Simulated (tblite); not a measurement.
# C4H12Si3: the cost of one run

Computed with tblite 0.8.0 and PySCF 2.14.0, with density-fitted response routines of our own, on a single molecule in the gas phase. Atoms count from 0, in the outputs and in this text.

## (1) Starting geometry

19 atoms, charge 0, multiplicity 1; geometry from: force field or distance geometry start.

Bonds of the start (Å): C0–C1 1.48, C1–C2 1.36, C2–Si3 1.85, Si3–Si4 2.30, Si3–C5 1.91, C5–Si6 1.89, Si6–C1 1.88, C0–H7 1.10, C0–H8 1.10, C0–H9 1.09, C2–H10 1.08, Si3–H11 1.49, Si4–H12 1.49, Si4–H13 1.49, Si4–H14 1.48, C5–H15 1.11, C5–H16 1.09, Si6–H17 1.48, Si6–H18 1.49.

## (2) Geometry optimisation with GFN2-xTB

Job settings and geometry (Å):

```
{"job": {"kind": "relax", "xc": "GFN2-xTB", "basis": "xTB"}, "charge": 0, "multiplicity": 1}
C     -2.402700     1.586100     0.267000
C     -1.180700     0.763900     0.357500
C      0.092800     1.212900     0.487700
Si     1.398000    -0.090400     0.581700
Si     2.619300    -0.174800    -1.364400
C      0.419300    -1.709900     0.802700
Si    -1.310700    -1.112900     0.331500
H     -3.087000     1.382300     1.102600
H     -2.932100     1.394200    -0.672500
H     -2.178900     2.657100     0.305000
H      0.361800     2.259700     0.522700
H      2.264000     0.133400     1.775500
H      3.313000     1.121100    -1.595800
H      1.725700    -0.455100    -2.525700
H      3.630700    -1.250600    -1.294500
H      0.446700    -2.033800     1.861300
H      0.776600    -2.513800     0.161700
H     -1.644600    -1.567600    -1.039900
H     -2.321100    -1.592500     1.316500
```

Started as:

```sh
> OMP_NUM_THREADS=1 python probes_run.py task.json out
```

This one command runs all jobs of the session in turn.

Q: Estimate the wall time and peak memory of this first job on 1 thread of Intel Xeon at 2.50GHz, shared host.

About 3.3 s, with a peak of 0.18 GiB.
